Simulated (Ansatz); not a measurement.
# FeRu: the cost of one run

Method: DFT LDA, with the methods named in each step, in Ansatz 0.2.0.

## (1) The structure to begin with

The structure is hexagonal, space group P-6m2 (No. 187). Conventional cell: a = 2.643 Å, b = 2.643 Å, c = 4.070 Å, α = 90.00°, β = 90.00°, γ = 120.00°. Fe (site symmetry -6m2) has 6 Ru at 2.54 Å and 6 Fe at 2.64 Å as nearest neighbours. Ru (site symmetry -6m2) has 6 Fe at 2.54 Å and 6 Ru at 2.64 Å as nearest neighbours.

As a file:

```cif
data_structure
_symmetry_space_group_name_H-M 'P-6m2'
_symmetry_Int_Tables_number 187
_cell_length_a 2.6428
_cell_length_b 2.6428
_cell_length_c 4.0702
_cell_angle_alpha 90.000
_cell_angle_beta 90.000
_cell_angle_gamma 120.000
_cell_volume 24.62
loop_
_atom_site_label
_atom_site_type_symbol
_atom_site_symmetry_multiplicity
_atom_site_Wyckoff_symbol
_atom_site_fract_x
_atom_site_fract_y
_atom_site_fract_z
_atom_site_occupancy
Fe1 Fe 1 b 0.00000 0.00000 0.50000 1
Ru1 Ru 1 e 0.66667 0.33333 0.00000 1
```

The file gives the conventional cell by its symmetry; the runs use the cell typed in the input.

In patterns such as +-, the signs follow the magnetic atoms in the order of the input.

Atoms are numbered in the order of the input: Fe1, Ru2.

## (2) Parallel moments, PAW

File input.yaml:

```yaml
crystal:
  lattice:
    - [2.6428014205, 0.0, 0.0]
    - [-1.3214007102, 2.2887331673, 0.0]
    - [0.0, 0.0, 4.070227]
  atoms:
    - { symbol: Fe, position: [0.0, 0.0, 0.5], spin: 3.0 }
    - { symbol: Ru, position: [0.6666666667, 0.3333333333, 0.0], spin: 1.5 }
magnetization:
  spin_polarized: true
kpoints:
  mp_grid: { grid: [12, 12, 7] }
scf:
  occupations: { method: fermi_dirac, width: 0.05 }
  lower_state_search: "off"
hamiltonian:
  xc: lda
  pseudopotentials: { kind: paw }
output:
  forces: true
  stress: true
  eigenvalues: true
  populations: true
```

Run with:

```
ansatz run input.yaml --threads 1 --pin off --max-ram 3072MiB --backend cpu --events-out ev --progress --plain --runs-dir out
```

Q: Estimate wall time and peak memory on 1 thread of Intel Xeon Platinum 8259CL at 2.50GHz (Skylake/Cascade Lake), shared host.

About 23 s, with a peak of 0.43 GiB.
